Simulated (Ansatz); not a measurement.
# C₂H₄OSi: how energies converge with the basis set

The task here is to estimate one member of a computed series from the others.

The runs use Ansatz 0.2.0, Gaussian basis; one geometry, several basis sets.

Plan: PBE0-D4/def2-SVP; ωB97M-V/def2-SVP; PBE0-D4/def2-QZVPP; ωB97M-V/def2-QZVPP; the functionals' def2-TZVPP values are taken from earlier runs.

## Structure used throughout

The geometry comes from an earlier relaxation with PBE0-D4 in a triple-zeta def2 set; it is a stationary point, not always the lowest conformer.

SMILES `C=C1O[SiH2]1`, 8 atoms, charge 0, spin multiplicity 1.

Atoms are counted from 1 here; the program's logs count them from 0.

Bond lengths: C1–C2 1.318 Å, C1–H5 1.081 Å, C1–H6 1.085 Å, C2–O3 1.402 Å, C2–Si4 1.776 Å, O3–Si4 1.690 Å, Si4–H7 1.477 Å, Si4–H8 1.477 Å. Angles: C2–C1–H5 119.8°, C2–C1–H6 121.2°, H5–C1–H6 119.0°, C1–C2–O3 130.2°, C1–C2–Si4 166.9°, O3–C2–Si4 63.0°, C2–O3–Si4 69.4°, C2–Si4–O3 47.7°, C2–Si4–H7 122.6°, C2–Si4–H8 122.6°, O3–Si4–H7 116.5°, O3–Si4–H8 116.5°, H7–Si4–H8 113.2°.

The first run:

Contents of in.yaml:

```yaml
crystal:
  periodic: [false, false, false]
  atoms:
    - {symbol: C, position_ang: [-0.192482, 1.601689, -0.218418]}
    - {symbol: C, position_ang: [0.005496, 0.322160, 0.026940]}
    - {symbol: O, position_ang: [0.565590, -0.307698, 1.147807]}
    - {symbol: Si, position_ang: [0.105653, -1.450532, -0.009454]}
    - {symbol: H, position_ang: [-0.644613, 1.906910, -1.151791]}
    - {symbol: H, position_ang: [0.090496, 2.361883, 0.501499]}
    - {symbol: H, position_ang: [1.198409, -2.171972, -0.693166]}
    - {symbol: H, position_ang: [-1.036350, -2.319540, 0.340782]}
basis:
  gaussian: {orbitals: def2-SVP}
hamiltonian: {xc: pbe0, dispersion: d4}
output: {orbitals: {seedname: orbitals}}
```

The run is started by

```
> ansatz run in.yaml --threads 2 --pin off --events-out ev --progress --plain --max-ram 4352MiB
```

Among the steps run: PBE0-D4 in def2-SVP; ωB97M-V in def2-SVP; PBE0-D4 in def2-QZVPP; ωB97M-V in def2-QZVPP.

One of the session's tables, all rows but one given; the rest of the session is left out.

| functional | basis | HOMO (eV) |
| --- | --- | --- |
| PBE0-D4 | def2-SVP | -6.84 |
| PBE0-D4 | def2-TZVPP | ? |
| PBE0-D4 | def2-QZVPP | -6.95 |
| ωB97M-V | def2-SVP | -9.06 |
| ωB97M-V | def2-TZVPP | -9.15 |
| ωB97M-V | def2-QZVPP | -9.18 |

Q: Estimate the row for PBE0-D4, def2-TZVPP from the others.

As computed: HOMO (eV): -6.92. In the column «HOMO (eV)» it lies between PBE0-D4, def2-QZVPP (-6.95) and PBE0-D4, def2-SVP (-6.84).
